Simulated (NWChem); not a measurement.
**[SiHBr2]− (SMILES Br[SiH-]Br) at 4 levels**

Aim: a comparison of 4 runs (HF/STO-3G, HF/3-21G, B3LYP/6-31G*) of [SiHBr2]−. 

The results are computed with NWChem 7.3.0.

### 1 Starting point

[SiHBr2]−: 4 atoms, total charge -1, spin state singlet. SMILES: `Br[SiH-]Br`. Geometry: relaxed at GFN2-xTB.

Bond lengths: Br1–Si2 2.412 Å, Si2–Br3 2.412 Å, Si2–H4 1.487 Å. Angles: Br1–Si2–Br3 103.3°, Br1–Si2–H4 91.9°, Br3–Si2–H4 91.6°.

### 2 Energy and forces at HF/STO-3G (run 1)

File run.py:

```python
from ase import Atoms
from ase.calculators.nwchem import NWChem

molecule = Atoms(['Br', 'Si', 'Br', 'H'], positions=[
    [-2.058060, 0.167830, -0.209820],
    [0.132470, 0.125520, 0.798800],
    [1.314300, -1.520160, -0.510110],
    [0.611290, 1.226820, -0.078870],
])

calc = NWChem(
    label='mymol',
    theory='scf',
    memory='2200 mb',
    basis='STO-3G',
    basispar='spherical bse',
    charge=-1,
    scf={'nopen': '0', 'rhf': None, 'thresh': '1e-08', 'maxiter': '80', 'print': 'low'},
)
molecule.calc = calc

forces = molecule.get_forces()
e = molecule.get_potential_energy()
print(f"E = {e:.6f} eV")
print("forces (eV/A):")
for s, f in zip(molecule.symbols, forces):
    print(f"{s:2s} {f[0]:10.5f} {f[1]:10.5f} {f[2]:10.5f}")
```

Launch:

```
$ export ASE_NWCHEM_COMMAND="nwchem PREFIX.nwi > PREFIX.nwo"
$ python run.py
```

What it wrote:

```text
E = -146274.604943 eV
forces (eV/A):
Br    1.01312   -0.16249    0.24595
Si   -0.08289   -0.03250   -0.97347
Br   -0.69425    0.67743    0.40443
H    -0.23598   -0.48244    0.32308
```

The calculator wrote mymol.nwi:

```
title "mymol"

permanent_dir mymol

scratch_dir mymol

start mymol

geometry units angstrom nocenter noautosym noautoz
  Br -2.0580599999999998e+00 1.6783000000000001e-01 -2.0982000000000001e-01
  Si 1.3247000000000000e-01 1.2551999999999999e-01 7.9879999999999995e-01
  Br 1.3143000000000000e+00 -1.5201600000000000e+00 -5.1010999999999995e-01
  H  6.1129000000000000e-01 1.2268200000000000e+00 -7.8869999999999996e-02
end

charge -1

memory 2200 mb

basis spherical bse noprint
   * library STO-3G
end

scf
  nopen 0
  rhf
  thresh 1e-08
  maxiter 80
  print low
end

task scf gradient
```

mymol.nwo:

```text
Northwest Computational Chemistry Package (NWChem) 7.3.0
             --------------------------------------------------------

           Job information
           ---------------

    nwchem branch   = 7.3.0
    use scalapack   = T
    input           = mymol.nwi
    prefix          = mymol.
    data base       = mymol/mymol.db
    status          = startup
    nproc           =        1

           Memory information
           ------------------

    heap     =     72089596 doubles =      550.0 Mbytes
    stack    =     72089601 doubles =      550.0 Mbytes
    global   =    144179200 doubles =     1100.0 Mbytes (distinct from heap & stack)
    total    =    288358397 doubles =     2200.0 Mbytes
    verify   = yes
    hardfail = no

           Directory information
           ---------------------

  0 permanent = mymol
  0 scratch   = mymol

                                NWChem Input Module
                                -------------------

                                       mymol
                                       -----

[... 24 lines left out ...]
            Nuclear Dipole moment (a.u.)
[... 41 lines left out ...]
                                       mymol

  ao basis        = "ao basis"
  functions       =    46
  atoms           =     4
  closed shells   =    43
  open shells     =     0
  charge          =  -1.00
  wavefunction    = RHF
  input vectors   = atomic
  output vectors  = mymol/mymol.movecs
  use symmetry    = F
  symmetry adapt  = F

 Forming initial guess at       0.0s

 Starting SCF solution at       0.2s

       Final RHF  results
       ------------------

         Total SCF energy =  -5375.492626950416
      One-electron energy =  -8356.991630194121
      Two-electron energy =   2577.265260699754
 Nuclear repulsion energy =    404.233742543952

        Time for solution =      2.5s

                              NWChem Gradients Module
                              -----------------------

                         RHF ENERGY GRADIENTS

    atom               coordinates                        gradient
                 x          y          z           x          y          z
   1 Br     -3.889169   0.317153  -0.396502   -0.019702   0.003160  -0.004783
   2 Si      0.250332   0.237198   1.509513    0.001612   0.000632   0.018931
   3 Br      2.483667  -2.872686  -0.963968    0.013501  -0.013174  -0.007865
   4 H       1.155171   2.318354  -0.149043    0.004589   0.009382  -0.006283

 Task  times  cpu:        3.5s     wall:        3.5s
 Total times  cpu:        3.5s     wall:        3.5s
```

Wall time 4.8 s (1 thread of AMD EPYC 7R13 (Zen 3), shared host); peak memory 0.1 GiB.

### 3 Energy and gradient at HF/3-21G (run 2)

File br2hsi.nw:

```
start br2hsi
title "Br2HSi"
memory stack 880 mb heap 220 mb global 1100 mb
charge -1
geometry units angstroms noautosym nocenter noautoz
  Br    -2.058060     0.167830    -0.209820
  Si     0.132470     0.125520     0.798800
  Br     1.314300    -1.520160    -0.510110
  H      0.611290     1.226820    -0.078870
end
basis spherical bse
  Br library 3-21G
  Si library 3-21G
  H library 3-21G
end
scf
  thresh 1e-08
  maxiter 80
end
task scf gradient
```

Launch:

```
$ nwchem br2hsi.nw > br2hsi.out
```

What it wrote:

```text
[...]
  functions       =    59
[...]
  wavefunction    = RHF
[...]
         Total SCF energy =  -5408.183090614431
      One-electron energy =  -8366.574632078053
      Two-electron energy =   2554.157798919670
 Nuclear repulsion energy =    404.233742543952
        Time for solution =      3.0s
[...]
                         RHF ENERGY GRADIENTS
    atom               coordinates                        gradient
                 x          y          z           x          y          z
   1 Br     -3.889169   0.317153  -0.396502    0.023461   0.000829   0.009979
   2 Si      0.250332   0.237198   1.509513   -0.006511  -0.007591  -0.028685
   3 Br      2.483667  -2.872686  -0.963968   -0.011735   0.018691   0.013052
   4 H       1.155171   2.318354  -0.149043   -0.005215  -0.011928   0.005654
[...]
```

Run time: 4.8 s. Hardware: 1 thread of AMD EPYC 7R13 (Zen 3), shared host; peak memory 0.1 GiB.

Run 3 isn't shown in full; the table further down has it.

### 4 Energy and gradient at B3LYP/6-31G(d) (Cartesian functions) (run 4)

File run.py:

```python
from ase import Atoms
from ase.calculators.nwchem import NWChem

system = Atoms(['Br', 'Si', 'Br', 'H'], positions=[
    [-2.058060, 0.167830, -0.209820],
    [0.132470, 0.125520, 0.798800],
    [1.314300, -1.520160, -0.510110],
    [0.611290, 1.226820, -0.078870],
])

calc = NWChem(
    label='br2hsi',
    theory='dft',
    memory='2200 mb',
    basis='6-31G*',
    charge=-1,
    dft={'xc': 'b3lyp', 'mult': '1', 'grid': 'fine', 'convergence': 'energy 1e-08', 'iterations': '100', 'mulliken': None},
)
system.calc = calc

forces = system.get_forces()
print("Total energy (eV):", round(system.get_potential_energy(), 6))
print("forces (eV/A):")
for s, f in zip(system.symbols, forces):
    print(f"{s:2s} {f[0]:10.5f} {f[1]:10.5f} {f[2]:10.5f}")
print("dipole (e A):", system.get_dipole_moment().round(4))
```

Launch:

```
$ export ASE_NWCHEM_COMMAND="nwchem PREFIX.nwi > PREFIX.nwo"
$ python run.py
```

What it wrote:

```text
Total energy (eV): -147975.411685
forces (eV/A):
Br   -0.29830   -0.01332   -0.14583
Si   -0.08881   -0.32463    0.75606
Br    0.14342   -0.24353   -0.18203
H     0.24374    0.58153   -0.42814
dipole (e A): [ 0.2545  0.5086 -0.0026]
```

The calculator wrote br2hsi.nwi:

```
title "br2hsi"

permanent_dir br2hsi

scratch_dir br2hsi

start br2hsi

geometry units angstrom nocenter noautosym noautoz
  Br -2.0580599999999998e+00 1.6783000000000001e-01 -2.0982000000000001e-01
  Si 1.3247000000000000e-01 1.2551999999999999e-01 7.9879999999999995e-01
  Br 1.3143000000000000e+00 -1.5201600000000000e+00 -5.1010999999999995e-01
  H  6.1129000000000000e-01 1.2268200000000000e+00 -7.8869999999999996e-02
end

charge -1

memory 2200 mb

basis noprint
   * library 6-31G*
end

dft
  xc b3lyp
  mult 1
  grid fine
  convergence energy 1e-08
  iterations 100
  mulliken
end

task dft gradient
```

br2hsi.nwo (excerpt; [...] marks lines left out):

```text
[...]
         Total DFT energy =    -5437.996122369349
[...]
  wavefunction    = closed shell
                         DFT ENERGY GRADIENTS
    atom               coordinates                        gradient
                 x          y          z           x          y          z
   1 Br     -3.889169   0.317153  -0.396502    0.005801   0.000259   0.002836
   2 Si      0.250332   0.237198   1.509513    0.001727   0.006313  -0.014703
   3 Br      2.483667  -2.872686  -0.963968   -0.002789   0.004736   0.003540
   4 H       1.155171   2.318354  -0.149043   -0.004740  -0.011309   0.008326
[...]
```

Run time: 24 s. Hardware: 1 thread of AMD EPYC 7R13 (Zen 3), shared host; peak memory 0.12 GiB.

### 5 The series

```
run                               level  iteration cap  module   energy (Eh)  largest force (eV/Å)  wall time
  1                           HF/STO-3G             80     scf  -5375.492627                 1.055      4.8 s
  2                            HF/3-21G             80     scf  -5408.183091                 1.562      4.8 s
  3  B3LYP/6-31G* (spherical functions)            100     dft  -5437.977018                 0.818       27 s
  4  B3LYP/6-31G* (Cartesian functions)            100     dft  -5437.996122                 0.828       24 s
```

### 6 What came out

```
                                                    quantity           value
                                         run 4: total energy  -5437.99612 Eh
                                          run 4: HOMO energy        -0.97 eV
                                          run 4: LUMO energy         3.89 eV
run 4: HOMO–LUMO gap (to an unbound level, set by the basis)         4.85 eV
                             run 4: largest force on an atom      0.828 eV/Å
```

In words: Over runs 2, 3, 4 the HOMO–LUMO gap runs from 4.85 eV (B3LYP/6-31G*) to 10.89 eV (HF/3-21G). The two ends differ in method and basis. The empty levels of an anion lie above zero and hang on the basis. In run 1 the basis is minimal, so the values are rough. All runs together took 61 s, the longest 27 s.
